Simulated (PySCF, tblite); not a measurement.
# C3H12BrPSi3: geometry, infrared bands and NMR shifts

Aim: predict the infrared bands and NMR shifts of C3H12BrPSi3 (`P[Si@@H]1C[SiH2]C[Si@@H](Br)C1`).

The runs use tblite 0.8.0 and PySCF 2.14.0, with density-fitted response routines of our own; the level of theory stands in each step. All values are computed, except where a source is named. Atoms count from 0, in the outputs and in this text.

### 1 The molecule as given

20 atoms, charge 0, multiplicity 1; geometry from: force field or distance geometry start.

Bonds of the start (Å): P0–Si1 2.18, Si1–C2 1.87, C2–Si3 1.85, Si3–C4 1.81, C4–Si5 1.82, Si5–Br6 2.27, Si5–C7 1.85, C7–Si1 1.85, P0–H8 1.44, P0–H9 1.46, Si1–H10 1.48, C2–H11 1.10, C2–H12 1.11, Si3–H13 1.48, Si3–H14 1.49, C4–H15 1.13, C4–H16 1.12, Si5–H17 1.48, C7–H18 1.09, C7–H19 1.12.

### 2 Optimising the geometry with GFN2-xTB

What the job is given:

```
{"job": {"kind": "relax", "xc": "GFN2-xTB", "basis": "xTB"}, "charge": 0, "multiplicity": 1}
P      3.223300    -0.587500     0.849900
Si     1.123300    -0.183000     0.423500
C      0.104900    -1.726300     0.117100
Si    -1.645800    -1.197900     0.416800
C     -2.106900     0.490900    -0.029400
Si    -0.885800     1.551800    -0.871600
Br    -0.628100     3.432600     0.380600
C      0.818000     0.858100    -1.079900
H      4.123400    -0.309900    -0.234000
H      3.645500     0.000900     2.121200
H      0.466100     0.514100     1.551300
H      0.468700    -2.513500     0.792700
H      0.243600    -2.052500    -0.934200
H     -2.540100    -2.190600    -0.222000
H     -1.884400    -1.355900     1.881800
H     -2.466000     1.023500     0.895400
H     -3.014400     0.442900    -0.686000
H     -1.465400     2.011300    -2.148000
H      1.599300     1.606300    -1.246000
H      0.815600     0.195500    -1.982300
```

Started as:

```console
$ OMP_NUM_THREADS=1 python probes_run.py task.json out
```

This one command runs all jobs of the session in turn.

**Question.** This job is followed by: GFN2-xTB harmonic vibrations, gas phase; GIAO PBE0/pcSseg-1 NMR shielding, non-relativistic, gas phase. Predict these results of the whole session: strongest single infrared mode (GFN2-xTB); zero-point energy (GFN2-xTB); ¹³C shifts against TMS (PBE0/pcSseg-1); ¹H shifts against TMS (PBE0/pcSseg-1, means over atoms taken as alike); ³¹P shifts against H3PO4 (PBE0/pcSseg-1); ²⁹Si shifts against TMS (PBE0/pcSseg-1); ⁷⁹Br shifts against HBr (PBE0/pcSseg-1); surface potential, 1st and 99th percentile.

**Answer**, as computed:

```
                                                              quantity                                                                    value
                             strongest single infrared mode (GFN2-xTB)                                                    2222 cm⁻¹, 486 km/mol
                                          zero-point energy (GFN2-xTB)                                                            83.9 kcal/mol
                                ¹³C shifts against TMS (PBE0/pcSseg-1)                                                       5.6, 0.4, -4.1 ppm
¹H shifts against TMS (PBE0/pcSseg-1, means over atoms taken as alike)  5.94, 5.43, 4.69, 4.59, 1.10, 0.36, 0.23, 0.00, -0.01, -0.18, -0.21 ppm
                              ³¹P shifts against H3PO4 (PBE0/pcSseg-1)                                                               -290.3 ppm
                               ²⁹Si shifts against TMS (PBE0/pcSseg-1)                                                   12.0, -21.9, -48.0 ppm
                               ⁷⁹Br shifts against HBr (PBE0/pcSseg-1)                                                                  -45 ppm
                                 surface potential, 1st and 99th percentile                                                       -0.80 V and 1.14 V
```

**Reading.** The optimisation took 203 steps and gained 1.596 eV; among the close pairs (by a distance rule), Si3–C4 changed most, from 1.807 to 1.908 Å. All 54 modes are real, so the xTB geometry is a minimum. The strongest single mode, at 2222 cm⁻¹, moves mainly H13. Unscaled tight-binding wavenumbers are off by several per cent, some by more. Its intensities can rank the bands wrongly. At PBE0/pcSseg-1: Shielding is most anisotropic at Br6 (span 316 ppm, paramagnetic term -459 ppm). Spin-orbit coupling is left out, which matters for shieldings and couplings at and beside the heavy atoms.
